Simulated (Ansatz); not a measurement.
# In2O3: further runs on the relaxed cell

The task here is to estimate one member of a computed series from the others.

Program: Ansatz 0.2.0. Level of theory: DFT r2SCAN, scalar-relativistic, plane waves, PAW. These are calculated values, not measurements.

1 further run of the same task is left out (set aside as unsound or not needed). Runs told in other sessions of the task aren't counted.

### The starting structure

It takes space group R-3c (No. 167, trigonal). Conventional cell: a = 5.508 Å, b = 5.508 Å, c = 14.560 Å, α = 90.00°, β = 90.00°, γ = 120.00°. Around In (site symmetry 3) lie 6 O at 2.13 to 2.26 Å. O (site symmetry 2) is surrounded by 4 In at 2.13 to 2.26 Å.

Structure file:

```xyz
10
Lattice="2.7539 1.5900 4.8534 -2.7539 1.5900 4.8534 0.0000 -3.1800 4.8534" Properties=species:S:1:pos:R:3 pbc="T T T"
In    0.0000    0.0000    5.1990
In    0.0000    0.0000    2.0811
In    0.0000    0.0000    9.3612
In    0.0000    0.0000   12.4792
O    -1.1204    1.5900    8.4935
O    -0.8167   -1.7653    8.4935
O     1.9372    0.1753    8.4935
O     1.1204   -1.5900    6.0668
O     0.8167    1.7653    6.0668
O    -1.9372   -0.1753    6.0668
```

This cell was relaxed beforehand with the same method: volume 12.75 Å³/atom, gap on the mesh 1.80 eV.

The first run:

Contents of input.yaml:

```yaml
crystal:
  lattice:
    - [2.7261171536, 1.5739244725, 4.8043919083]
    - [-2.7261171536, 1.5739244725, 4.8043919083]
    - [0.0, -3.1478489449, 4.8043919083]
  atoms:
    - { symbol: In, position: [0.3570704133, 0.3570704133, 0.3570704133] }
    - { symbol: In, position: [0.1429295867, 0.1429295867, 0.1429295867] }
    - { symbol: In, position: [0.6429295867, 0.6429295867, 0.6429295867] }
    - { symbol: In, position: [0.8570704133, 0.8570704133, 0.8570704133] }
    - { symbol: O, position: [0.5465740326, 0.9534259674, 0.25] }
    - { symbol: O, position: [0.25, 0.5465740326, 0.9534259674] }
    - { symbol: O, position: [0.9534259674, 0.25, 0.5465740326] }
    - { symbol: O, position: [0.4534259674, 0.0465740326, 0.75] }
    - { symbol: O, position: [0.75, 0.4534259674, 0.0465740326] }
    - { symbol: O, position: [0.0465740326, 0.75, 0.4534259674] }
basis:
  ecutwfc: 500
kpoints:
  mp_grid: { grid: [6, 6, 6] }
hamiltonian:
  xc: r2scan
scf:
  occupations: { method: gaussian, width: 0.02 }
output:
  forces: true
  stress: true
  eigenvalues: true
relax:
  adjacent_minimum: "off"
  f_tol: 0.01
  max_steps: 30
  cell: { stress_tol: 0.1, fix: [volume] }
```

Command:

```
> ansatz run input.yaml --threads 2 --pin off --max-ram 5120MiB --backend cpu --events-out ev --progress --plain --runs-dir out
```

Steps of the session up to this table: Volume × 0.97; Volume × 1.03; The cell scaled to 0.94 of its volume; Point at V/V0 = 1.06; The cell scaled to 0.91 of its volume; Point at V/V0 = 1.10; Volume × 0.88.

One of the session's tables, all rows but one given; the rest of the session is left out.

It belongs to the step «Equation of state». 

```
volume (Å³/atom)  energy above the lowest point (meV/atom)  pressure (GPa)  gap on the mesh (eV)
          11.221                                     121.9           28.00                  2.51
          11.603                                      65.3           19.58                  2.36
          11.986                                      27.6           12.13                  2.18
          12.369                                       6.6            5.63                  2.00
          12.751                                       0.0            0.01                  1.80
          13.134                                         ?               ?                     ?
          13.516                                      22.4           -8.92                  1.41
          14.026                                      58.2          -13.46                  1.17
```

**Question.** Estimate the row for volume (Å³/atom) = 13.134.

Worked estimate for «energy above the lowest point (meV/atom)». A straight line through the neighbours (12.751, 0.0) and (13.516, 22.4) gives 0.0 + (22.4 − 0.0) × (13.134 − 12.751) / (13.516 − 12.751) = 11.2; a parabola fitted to 4 rows on both sides gives 6.1.

The run gave: energy above the lowest point (meV/atom): 5.9; pressure (GPa): -4.80; gap on the mesh (eV): 1.61. In «energy above the lowest point (meV/atom)» the line misses by +5.3 and the parabola by +0.2.
